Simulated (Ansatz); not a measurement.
# HfTaN2: equation of state with PBE

The system is HfTaN2.

```
Ta Hf N
1.0
     1.58632    0.91586    5.13439
    -1.58632    0.91586    5.13439
     0.00000   -1.83172    5.13439
Ta Hf N
1 1 2
Direct
  0.50000 0.50000 0.50000
  0.00000 0.00000 0.00000
  0.74970 0.74970 0.74970
  0.25030 0.25030 0.25030
```

The cell comes from a database or a generator and needn't be the stable form of this composition.

| Quantity | Value |
| --- | --- |
| Program | Ansatz 0.2.0 |
| Task | equation of state |
| Functional | PBE |
| Potentials or basis | Ansatz PAW |
| Cutoff | 420 eV |
| Density cutoff | 1680 eV |
| k mesh | 10 × 10 × 10 |
| Occupations | fermi-dirac, width 0.05 eV |
| Spin | no spin polarisation |

| Quantity | Value |
| --- | --- |
| Equilibrium volume | 11.23 Å³/atom |
| Bulk modulus at fixed shape and positions | 294 GPa |
| Pressure derivative of the bulk modulus | 4.4 |

Energy against volume, from the lowest point:
| volume (Å³/atom) | energy (meV/atom) |
| --- | --- |
| 10.518 | 46.88 |
| 10.742 | 21.22 |
| 10.965 | 5.94 |
| 11.189 | 0.00 |
| 11.413 | 2.41 |
| 11.637 | 12.36 |
| 11.861 | 29.08 |

All runs of the series together: 34 s on 2 threads of Arm Neoverse V1, with other jobs on the host.

Caveat: the cell was scaled at fixed shape and fractional positions, which overstates the stiffness of a crystal with free parameters, most of all of layers and chains. The run has no spin-orbit coupling, so splittings on Hf, Ta are missing.
